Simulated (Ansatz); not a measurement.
**GeH4O2S2: up Jacob's ladder to CCSD(T)**

How much do the methods differ for GeH4O2S2? The plan is to run it at one geometry with functionals of several rungs and with coupled cluster. The yardstick is the atomisation energy at the CCSD(T) limit.

The runs use Ansatz 0.2.0, Gaussian basis; functionals in def2-TZVPP, the program's frozen cores in correlated methods.

Plan: LDA (SPW92), PBE-D4, revPBE-D4, BLYP-D4, r2SCAN-D4, B97M-V, PBE0-D4, B3LYP-D4, r2SCANh-D4, r2SCAN0-D4, HSE06-D4, BHLYP-D4, CAM-B3LYP-D4, LC-ωPBE, ωB97X-V, ωB97M-V, B2PLYP, PBE-QIDH; CCSD(T)/def2-SVP; CCSD(T)/def2-TZVPP; MP2/def2-QZVPP; extrapolation to the limit; RPA on PBE.

## Step 1: The geometry

All runs share one geometry, relaxed beforehand with PBE0-D4 in a triple-zeta def2 set.

SMILES `[OH][Ge]([OH])([SH])[SH]`, 9 atoms, charge 0, spin multiplicity 1.

Atoms are counted from 1 here; the program's logs count them from 0.

Bond lengths: O1–Ge2 1.767 Å, O1–H6 0.961 Å, Ge2–O3 1.767 Å, Ge2–S4 2.202 Å, Ge2–S5 2.202 Å, O3–H7 0.961 Å, S4–H8 1.344 Å, S5–H9 1.344 Å. Angles: Ge2–O1–H6 111.9°, O1–Ge2–O3 111.7°, O1–Ge2–S4 101.0°, O1–Ge2–S5 113.5°, O3–Ge2–S4 113.6°, O3–Ge2–S5 101.0°, S4–Ge2–S5 116.5°, Ge2–O3–H7 111.9°, Ge2–S4–H8 92.2°, Ge2–S5–H9 92.2°.

## Step 2: LDA

This LDA is Slater exchange with PW92 correlation.

in.yaml reads:

```yaml
crystal:
  periodic: [false, false, false]
  atoms:
    - {symbol: O, position_ang: [-0.293278, 1.060866, -1.462213]}
    - {symbol: Ge, position_ang: [0.088419, 0.041220, -0.070932]}
    - {symbol: O, position_ang: [1.830874, -0.175858, 0.123033]}
    - {symbol: S, position_ang: [-0.975083, -1.811502, -0.603003]}
    - {symbol: S, position_ang: [-0.439020, 0.955788, 1.860963]}
    - {symbol: H, position_ang: [0.009890, 1.964782, -1.339045]}
    - {symbol: H, position_ang: [2.215836, -0.664412, -0.609960]}
    - {symbol: H, position_ang: [-0.604811, -2.412645, 0.540559]}
    - {symbol: H, position_ang: [-1.744328, 0.995460, 1.543499]}
basis:
  gaussian: {orbitals: def2-TZVPP}
hamiltonian: {xc: lda}
output: {orbitals: {seedname: orbitals}}
```

Started as:

```console
ansatz run in.yaml --threads 4 --pin off --events-out ev --progress --plain --max-ram 10444MiB
```

Further steps of the session: PBE-D4 (GGA); revPBE-D4 (GGA); BLYP-D4 (GGA); r2SCAN-D4 (meta-GGA); B97M-V (meta-GGA); B3LYP-D4 (hybrid); r2SCANh-D4 (hybrid); r2SCAN0-D4 (hybrid); HSE06-D4 (hybrid); BHLYP-D4 (hybrid); CAM-B3LYP-D4 (range-separated); LC-ωPBE (range-separated); ωB97X-V (range-separated); ωB97M-V (range-separated); B2PLYP (double hybrid); PBE-QIDH (double hybrid); CCSD(T) in def2-SVP; CCSD(T) in def2-TZVPP; MP2 in def2-QZVPP; RPA on PBE orbitals.

Before running them: what should the planned runs give, taken together? Wanted: atomisation energy, CCSD(T)/CBS; farthest beyond LDA; mean size of error, GGA; mean size of error, meta-GGA; mean size of error, hybrid; mean size of error, range-separated; mean size of error, double hybrid; gap, smallest and largest; T1 diagnostic.

**Answer**, as computed:

| quantity | value |
| --- | --- |
| atomisation energy, CCSD(T)/CBS | 31.114 eV |
| functionals within 0.311 eV (1.0 %) | r2SCAN-D4, B97M-V, ωB97X-V, ωB97M-V |
| farthest beyond LDA | BHLYP-D4 (-1.839 eV) |
| mean size of error, GGA | 0.476 eV |
| mean size of error, meta-GGA | 0.051 eV |
| mean size of error, hybrid | 0.791 eV |
| mean size of error, range-separated | 0.336 eV |
| mean size of error, double hybrid | 0.710 eV |
| gap, smallest and largest | 4.66 eV (LDA (SPW92)), 12.05 eV (LC-ωPBE) |
| T1 diagnostic | 0.0118 |
| triples share of the correlation energy | 4.0 % |

What this shows: LDA overbinds by 5.157 eV (17 %). PBE-D4 is off by +0.348 eV. Double hybrids carry the basis error of their MP2 part in triple zeta, and no dispersion term here, so their miss is partly the set-up's. Taken by rung, meta-GGA functionals do best (0.051 eV on average) and hybrid ones worst beyond LDA (0.791 eV). double hybrid functionals lie within the reference's doubt of that worst mean (0.710 eV), so those two tie. The mean of the hybrids holds BHLYP, with half exact exchange. The reference freezes the cores and leaves out relativity and excitations past (T), and its outer-core shells are covered unevenly, so misses under about 0.311 eV can't be ranked. Hartree-Fock recovers 65 % of the binding; the rest is correlation. CCSD(T) in def2-SVP is off by -3.037 eV, which most functionals beat. The gap grows from 4.7 to 12.1 eV across the functionals, mostly with the share of exact exchange. Correlated methods include outer-core shells of Ge, which these sets cover unevenly.
